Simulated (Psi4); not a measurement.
**SiNH4ClO (SMILES N[SiH](O)Cl): TPSS-D3(BJ)/3-21G (density fitting)**

We compute a short trajectory of SiNH4ClO. 

The calculation is run with Psi4 1.11.

## (1) The structure to begin with

The species is SiNH4ClO (8 atoms), meant as a singlet with charge 0. As SMILES, `N[SiH](O)Cl`. The shape is that of a PBE0-D4/def2-TZVP optimisation. This is one conformer, not always the lowest. The run starts from this shape.

Bond lengths: N1–Si2 1.700 Å, Si2–O3 1.631 Å, Si2–Cl4 2.058 Å, N1–H5 1.006 Å, N1–H6 1.007 Å, Si2–H7 1.474 Å, O3–H8 0.960 Å. Angles: N1–Si2–O3 111.2°, N1–Si2–Cl4 104.5°, O3–Si2–Cl4 112.6°, N1–Si2–H7 117.4°, O3–Si2–H7 103.8°, Cl4–Si2–H7 107.5°, Si2–N1–H5 120.7°, Si2–N1–H6 121.4°, Si2–O3–H8 116.7°, H5–N1–H6 112.4°.

## (2) A short trajectory at TPSS-D3(BJ)/3-21G (density fitting)

Input file clh4nosi.xyz:

```xyz
8
ClH4NOSi
N     -0.749800     0.885600    -0.289000
Si     0.524400    -0.226200    -0.115300
O      0.551300    -0.861300     1.386900
Cl     0.173100    -1.641600    -1.566900
H     -1.217200     0.998000    -1.172700
H     -0.806900     1.712400     0.283000
H      1.896700     0.277200    -0.308600
H     -0.279500    -1.201200     1.726700
```

Input file run_ase.py:

```python
import numpy as np
from ase.calculators.psi4 import Psi4
from ase.io import read
from ase import units
from ase.md.velocitydistribution import MaxwellBoltzmannDistribution, Stationary
from ase.md.verlet import VelocityVerlet

a = read('clh4nosi.xyz')
calc = Psi4(atoms=a, method='tpss-d3(bj)', basis='3-21G', memory='1600MB', num_threads=1, charge=0, multiplicity=1, label='clh4nosi', reference='rks')
a.calc = calc

MaxwellBoltzmannDistribution(a, temperature_K=300.0, rng=np.random.default_rng(32))
Stationary(a)
dyn = VelocityVerlet(a, 1.0 * units.fs)
def show():
    ep, ek = a.get_potential_energy(), a.get_kinetic_energy()
    print(f'step {dyn.nsteps:3d}  Epot {ep:14.6f}  Ekin {ek:9.6f}  Etot {ep + ek:14.6f} eV  T {a.get_temperature():7.1f} K')
dyn.attach(show)
dyn.run(15)
```

Run with:

```sh
$ python run_ase.py
```

clh4nosi.dat:

```text
[...]
  Running in c1 symmetry.
[...]
  Nuclear repulsion =  220.613131372784267
[...]
  Multiplicity = 1
[...]
  Nalpha       = 25
  Nbeta        = 25
[...]
    Number of basis functions: 52
[...]
   @DF-RKS iter   1:  -877.46991954143823   -1.92147e-01   1.66603e-02 DIIS/ADIIS
[...]
   @DF-RKS iter  11:  -877.75953612872729   -2.27374e-12   5.68337e-09 DIIS
[...]
    Orbital Energies [Eh]
    ---------------------
    Doubly Occupied:
       1A   -100.265502     2A    -65.311270     3A    -18.810297
       4A    -14.048583     5A     -9.152163     6A     -6.939592
       7A     -6.930644     8A     -6.930144     9A     -5.167857
      10A     -3.543522    11A     -3.540682    12A     -3.538377
      13A     -0.926308    14A     -0.798893    15A     -0.754636
      16A     -0.522823    17A     -0.458082    18A     -0.439287
      19A     -0.386866    20A     -0.355483    21A     -0.294794
      22A     -0.279286    23A     -0.272522    24A     -0.257463
      25A     -0.225584
[...]
  @DF-RKS Final Energy:  -877.75953612872729
   => Energetics <=
    Nuclear Repulsion Energy =            220.6131313727842667
    One-Electron Energy =               -1651.3732466474980356
    Two-Electron Energy =                 619.1126579955200668
    DFT Exchange-Correlation Energy =     -66.1043309930358873
    Empirical Dispersion Energy =          -0.0077478564975945
    VV10 Nonlocal Energy =                  0.0000000000000000
    Total Energy =                       -877.7595361287272908
[...]
 Multipole Moments:
 ------------------------------------------------------------------------------------
     Multipole            Electronic (a.u.)      Nuclear  (a.u.)        Total (a.u.)
 ------------------------------------------------------------------------------------
 L = 1.  Multiply by 2.5417464519 to convert [e a0] to [Debye]
 Dipole X            :          0.2631952           -0.9370970           -0.6739018
 Dipole Y            :         -3.8418184            5.1291882            1.2873699
 Dipole Z            :         -2.7469661            3.2929970            0.5460309
 Magnitude           :                                                    1.5522933
[...]
  -Total Gradient:
     Atom            X                  Y                   Z
    ------   -----------------  -----------------  -----------------
       1       -0.001191073280    -0.013653508637     0.004241527404
       2        0.014156179386    -0.002413354403    -0.032971044054
       3        0.011368918722    -0.001997974663    -0.000256838691
       4        0.004049592162     0.009730323370     0.016734435505
       5       -0.007373060352     0.007987163513    -0.010502586751
       6       -0.003774826122     0.012435727820     0.007690543907
       7       -0.003585258307    -0.004544920356     0.004022069967
       8       -0.013614433103    -0.007334764554     0.011097639792
[...]
```

The script printed:

```text
step   0  Epot  -23884.865842  Ekin  0.270059  Etot  -23884.595783 eV  T   261.2 K
step   1  Epot  -23884.858986  Ekin  0.260657  Etot  -23884.598329 eV  T   252.1 K
step   2  Epot  -23884.838653  Ekin  0.240244  Etot  -23884.598409 eV  T   232.3 K
step   3  Epot  -23884.801027  Ekin  0.205023  Etot  -23884.596004 eV  T   198.3 K
step   4  Epot  -23884.779521  Ekin  0.185227  Etot  -23884.594294 eV  T   179.1 K
step   5  Epot  -23884.798829  Ekin  0.203666  Etot  -23884.595163 eV  T   197.0 K
step   6  Epot  -23884.844896  Ekin  0.247016  Etot  -23884.597880 eV  T   238.9 K
step   7  Epot  -23884.877008  Ekin  0.277852  Etot  -23884.599156 eV  T   268.7 K
step   8  Epot  -23884.877969  Ekin  0.281460  Etot  -23884.596510 eV  T   272.2 K
step   9  Epot  -23884.884725  Ekin  0.290471  Etot  -23884.594254 eV  T   280.9 K
step  10  Epot  -23884.927285  Ekin  0.331050  Etot  -23884.596235 eV  T   320.1 K
step  11  Epot  -23884.977832  Ekin  0.379660  Etot  -23884.598172 eV  T   367.1 K
step  12  Epot  -23885.005264  Ekin  0.407713  Etot  -23884.597550 eV  T   394.3 K
step  13  Epot  -23885.015332  Ekin  0.419351  Etot  -23884.595980 eV  T   405.5 K
step  14  Epot  -23885.029877  Ekin  0.434269  Etot  -23884.595609 eV  T   420.0 K
step  15  Epot  -23885.053574  Ekin  0.456440  Etot  -23884.597134 eV  T   441.4 K
```

Run time: 3.7 min. Hardware: 1 thread of Intel Xeon Platinum 8259CL at 2.50GHz (Skylake/Cascade Lake), shared host; peak memory 1 GiB.

Step by step:

```
step  potential energy change (eV)  largest force (eV/Å)
   0                        0.0000                2.3587
   1                        0.0069                2.4298
   2                        0.0272                2.8278
   3                        0.0648                3.5281
   4                        0.0863                3.7673
   5                        0.0670                3.4708
   6                        0.0209                2.6761
   7                       -0.0112                2.3907
   8                       -0.0121                2.5615
   9                       -0.0189                2.5990
  10                       -0.0614                2.4955
  11                       -0.1120                2.2788
  12                       -0.1394                2.0029
  13                       -0.1495                1.7553
  14                       -0.1640                1.6713
  15                       -0.1877                1.8493
```

## (3) Results

At TPSS-D3(BJ)/3-21G (density fitting):

| quantity | value |
| --- | --- |
| potential energy of the last frame | -877.75954 Eh |
